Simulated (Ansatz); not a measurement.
**Zr4O: properties at the relaxed cell**

An exercise on one series of results from a longer session: the logs are not shown, and one member is left open.

Program: Ansatz 0.2.0. Level of theory: DFT r2SCAN, scalar-relativistic, plane waves, PAW. These are calculated values, not measurements.

**The starting structure**

Symmetry: R-3, No. 148, trigonal system. Conventional cell: a = 5.653 Å, b = 5.653 Å, c = 31.112 Å, α = 90.00°, β = 90.00°, γ = 120.00°. Zr (site symmetry 1) has 1 O at 2.28 Å in its first shell of neighbours. Around Zr (site symmetry 1) lie 2 O at 2.27 Å. O (site symmetry -3) has 6 Zr at 2.27 Å in its first shell of neighbours. Around O (site symmetry 3) lie 6 Zr at 2.27 to 2.28 Å.

As a file:

```cif
data_structure
_symmetry_space_group_name_H-M 'R-3:H'
_symmetry_Int_Tables_number 148
_cell_length_a 5.6530
_cell_length_b 5.6530
_cell_length_c 31.1117
_cell_angle_alpha 90.000
_cell_angle_beta 90.000
_cell_angle_gamma 120.000
_cell_volume 861.03
loop_
_atom_site_label
_atom_site_type_symbol
_atom_site_symmetry_multiplicity
_atom_site_Wyckoff_symbol
_atom_site_fract_x
_atom_site_fract_y
_atom_site_fract_z
_atom_site_occupancy
Zr1 Zr 18 f 0.66773 0.66347 0.04098 1
Zr2 Zr 18 f 0.00775 0.33169 0.20798 1
O1 O 3 b 0.33333 0.66667 0.16667 1
O2 O 6 c 0.66667 0.33333 0.08336 1
```

It goes back to an entry of the Materials Project, which need not be the stable form.

This cell was relaxed beforehand with the same method: volume 19.13 Å³/atom, gap on the mesh none (metal).

The first run:

File input.yaml:

```yaml
crystal:
  lattice:
    - [2.7979599207, 1.6154029134, 10.2658163803]
    - [-2.7979599207, 1.6154029134, 10.2658163803]
    - [0.0, -3.2308058268, 10.2658163803]
  atoms:
    - { symbol: Zr, position: [0.6224819891, 0.9632833058, 0.291285425] }
    - { symbol: Zr, position: [0.1237057854, 0.4680879933, 0.7842661524] }
    - { symbol: Zr, position: [0.9632833058, 0.291285425, 0.6224819891] }
    - { symbol: Zr, position: [0.4680879933, 0.7842661524, 0.1237057854] }
    - { symbol: Zr, position: [0.291285425, 0.6224819891, 0.9632833058] }
    - { symbol: Zr, position: [0.7842661524, 0.1237057854, 0.4680879933] }
    - { symbol: Zr, position: [0.0367166942, 0.708714575, 0.3775180109] }
    - { symbol: Zr, position: [0.5319120067, 0.2157338476, 0.8762942146] }
    - { symbol: Zr, position: [0.3775180109, 0.0367166942, 0.708714575] }
    - { symbol: Zr, position: [0.8762942146, 0.5319120067, 0.2157338476] }
    - { symbol: Zr, position: [0.708714575, 0.3775180109, 0.0367166942] }
    - { symbol: Zr, position: [0.2157338476, 0.8762942146, 0.5319120067] }
    - { symbol: O, position: [0.5, 0.5, 0.5] }
    - { symbol: O, position: [0.2499692845, 0.2499692845, 0.2499692845] }
    - { symbol: O, position: [0.7500307155, 0.7500307155, 0.7500307155] }
basis:
  ecutwfc: 500
kpoints:
  mp_grid: { grid: [6, 6, 6] }
hamiltonian:
  xc: r2scan
scf:
  occupations: { method: gaussian, width: 0.1 }
output:
  forces: true
  stress: true
  eigenvalues: true
relax:
  adjacent_minimum: "off"
  f_tol: 0.01
  max_steps: 30
  cell: { stress_tol: 0.1, fix: [volume] }
```

Started as:

```
$ ansatz run input.yaml --threads 4 --pin off --max-ram 10240MiB --backend cpu --events-out ev --progress --plain --runs-dir out
```

Among the steps run: Volume × 0.97; Point at V/V0 = 1.03; Volume × 0.94; Volume × 1.06; Volume × 0.91; Point at V/V0 = 1.10; Volume × 0.88.

One of the session's tables, all rows but one given; the rest of the session is left out.

It belongs to the step «Fit of the equation of state». 

```
volume (Å³/atom)  energy above the lowest point (meV/atom)  pressure (GPa)
          16.838                                     132.8           20.43
          17.412                                         ?               ?
          17.986                                      30.0            8.81
          18.560                                       7.2            4.09
          19.134                                       0.0            0.00
          19.708                                       6.5           -3.56
          20.282                                      25.0           -6.65
          21.047                                      65.4          -10.13
```

Q: Estimate the row for volume (Å³/atom) = 17.412 from the others.

Worked estimate for «energy above the lowest point (meV/atom)». A straight line through the neighbours (16.838, 132.8) and (17.986, 30.0) gives 132.8 + (30.0 − 132.8) × (17.412 − 16.838) / (17.986 − 16.838) = 81.4; a parabola fitted to 3 rows on both sides gives 71.9.

As computed: energy above the lowest point (meV/atom): 71.0; pressure (GPa): 14.21. In «energy above the lowest point (meV/atom)» the line misses by +10.4 and the parabola by +0.9.
